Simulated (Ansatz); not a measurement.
# C3H8FGeN: the cost of one run

All numbers below are computed with Ansatz 0.2.0 (RKS PBE0-D4/def2-SVP).

### Step 1. The system as given

Bond lengths: C1–C2 1.565 Å, C2–N3 1.489 Å, N3–Ge4 2.007 Å, N3–C5 1.423 Å, Ge4–C5 1.966 Å, C5–F6 1.394 Å, C1–H7 1.064 Å, C1–H8 1.097 Å, C1–H9 1.145 Å, C2–H10 1.088 Å, C2–H11 1.104 Å, Ge4–H12 1.593 Å, Ge4–H13 1.428 Å, C5–H14 1.067 Å. Angles (14 of 27 angles, heavy atoms first): C1–C2–N3 111.9°, C2–N3–Ge4 106.7°, C2–N3–C5 110.2°, Ge4–N3–C5 67.5°, N3–Ge4–C5 41.9°, N3–C5–Ge4 70.6°, N3–C5–F6 110.1°, Ge4–C5–F6 112.8°, C1–C2–H10 107.7°, C1–C2–H11 106.6°, N3–C2–H10 107.9°, N3–C2–H11 113.6°, C2–C1–H7 110.2°, C2–C1–H8 105.6°.

As a file:

```xyz
14

C     0.2374   -1.8572    0.6748
C     0.0910   -0.8134   -0.4814
N    -0.8115    0.3092   -0.1049
Ge    0.3561    1.7678    0.6286
C    -0.6564    1.3921   -1.0148
F    -1.8413    2.1218   -1.0991
H     0.8409   -2.6741    0.3574
H    -0.7852   -2.1633    0.9262
H     0.6569   -1.3182    1.5942
H    -0.3488   -1.3246   -1.3357
H     1.1136   -0.4889   -0.7439
H    -0.4950    2.4326    1.7990
H     1.7153    1.3427    0.7320
H    -0.0858    1.2442   -1.9037
```

### Step 2. Relaxing end A

File input.yaml:

```yaml
crystal:
  periodic: [false, false, false]
  atoms:
    - { symbol: C, position_ang: [0.2374, -1.8572, 0.6748] }
    - { symbol: C, position_ang: [0.091, -0.8134, -0.4814] }
    - { symbol: "N", position_ang: [-0.8115, 0.3092, -0.1049] }
    - { symbol: Ge, position_ang: [0.3561, 1.7678, 0.6286] }
    - { symbol: C, position_ang: [-0.6564, 1.3921, -1.0148] }
    - { symbol: F, position_ang: [-1.8413, 2.1218, -1.0991] }
    - { symbol: H, position_ang: [0.8409, -2.6741, 0.3574] }
    - { symbol: H, position_ang: [-0.7852, -2.1633, 0.9262] }
    - { symbol: H, position_ang: [0.6569, -1.3182, 1.5942] }
    - { symbol: H, position_ang: [-0.3488, -1.3246, -1.3357] }
    - { symbol: H, position_ang: [1.1136, -0.4889, -0.7439] }
    - { symbol: H, position_ang: [-0.495, 2.4326, 1.799] }
    - { symbol: H, position_ang: [1.7153, 1.3427, 0.732] }
    - { symbol: H, position_ang: [-0.0858, 1.2442, -1.9037] }
basis:
  gaussian: { orbitals: def2-SVP }
hamiltonian:
  xc: pbe0
  dispersion: d4
relax:
  f_tol: 0.015
  max_steps: 40
```

Launch:

```sh
$ ansatz run input.yaml --threads 2 --pin off --max-ram 3072MiB --backend cpu --events-out ev --progress --plain --runs-dir out
```

Q: Estimate wall time and peak memory on 2 threads of Intel Xeon 6975P-C (Granite Rapids), shared host.

About 44 s, with a peak of 0.46 GiB.
